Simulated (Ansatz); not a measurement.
# C3N2: the cost of one run

Method: DFT PBE, scalar-relativistic, plane waves, PAW, in Ansatz 0.2.0.

1 further run of the same task is left out (it didn't finish).

## Step 1: The starting structure

The structure is trigonal, space group R-3m (No. 166). Conventional cell: a = 3.057 Å, b = 3.057 Å, c = 21.130 Å, α = 90.00°, β = 90.00°, γ = 120.00°. C (site symmetry -3m) is surrounded by 6 N at 2.27 Å. C (site symmetry 3m) has 3 N at 2.10 Å as nearest neighbours. N (site symmetry 3m) has 6 C at 2.10 to 2.27 Å as nearest neighbours.

As a file:

```
CELL_PARAMETERS angstrom
1.52854 0.88250 7.04343
-1.52854 0.88250 7.04343
0.00000 -1.76501 7.04343
ATOMIC_POSITIONS crystal
C 0.00000 0.00000 0.00000
C 0.21170 0.21170 0.21170
C 0.78830 0.78830 0.78830
N 0.40080 0.40080 0.40080
N 0.59920 0.59920 0.59920
```

Recipe of the guess: species swapped into a database cell of Bi2Se3 (R-3m, No. 166), with N on the Bi sites and C on the Se sites. Lengths come from tabulated atomic sizes and are only a guess.

## Step 2: Probe: one point on a coarse mesh

Contents of input.yaml:

```yaml
crystal:
  lattice:
    - [1.52854336, 0.88250492, 7.04342538]
    - [-1.52854336, 0.88250492, 7.04342538]
    - [0.0, -1.76500985, 7.04342538]
  atoms:
    - { symbol: C, position: [0.0, 0.0, 0.0] }
    - { symbol: C, position: [0.21170001, 0.21170001, 0.21170001] }
    - { symbol: C, position: [0.78829999, 0.78829999, 0.78829999] }
    - { symbol: "N", position: [0.40079999, 0.40079999, 0.40079999] }
    - { symbol: "N", position: [0.59920001, 0.59920001, 0.59920001] }
basis:
  ecutwfc: 420
kpoints:
  mp_grid: { grid: [6, 6, 6] }
hamiltonian:
  xc: pbe
scf:
  occupations: { method: gaussian, width: 0.1 }
  lower_state_search: "off"
output:
  forces: true
  stress: true
  eigenvalues: true
```

Launch:

```
> ansatz run input.yaml --threads 1 --pin off --max-ram 2560MiB --backend cpu --events-out ev --progress --plain --runs-dir out
```

**Question.** How long does this run take on 1 thread of Arm Neoverse V1, shared host, and how much memory does it need?

About 1.5 s, with a peak of 0.3 GiB.
